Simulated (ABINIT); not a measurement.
A run of ABINIT 10.8.3 (patched build) is set up as follows.

File run.abi:

```
# Pseudopotentials
pp_dirpath "./"
pseudos "Hf.GGA_PBE-JTH.xml, Ge.GGA_PBE-JTH.xml"

# Structure
acell 3*1.0 Angstrom
rprim
     3.9335093900     0.0000000000     0.0000000000
    -1.9667546900     3.4065190500     0.0000000000
     0.0000000000     0.0000000000     3.5096193900
ntypat 2
znucl 72 32
natom 2
typat 1 2
xcart
     0.0000000000     0.0000000000     3.3161097244
    -0.0000000309     4.2915920500     3.3161097244

# Plane-wave basis
ecut 22.0
pawecutdg 44.0
pawxcdev 0
pawovlp 30

# k points
kptopt 1
ngkpt 8 8 8
nshiftk 1
shiftk 0.0 0.0 0.0

# Exchange and correlation
ixc 11

# Bands and occupations
nband 17
occopt 3
tsmear 0.00183747

# SCF cycle
nstep 100
tolvrs 1.0e-9

# Output
iomode 3
prtwf 0
prtden 0
prteig 0
prtebands 0
```

Potentials or basis: JTH PAW PBE v2.0.

Run with:

```console
$ abinit run.abi > log 2>&1
```

Question: Predict the pressure.

Answer: 36.7 GPa.

Question: Predict the band gap on the k mesh.

Answer: None (metal or under the smearing width).

Stress tensor (GPa, compression positive):
```
59.77  0.00  0.00
 0.00 59.77  0.00
 0.00  0.00 -9.29
```

Caveat: a pressure of tens of GPa on the cell as given is suspect, and the run, the potentials or the cell itself is likely at fault; the atomic spheres overlap. The run has no spin-orbit coupling, so splittings on Hf are missing.
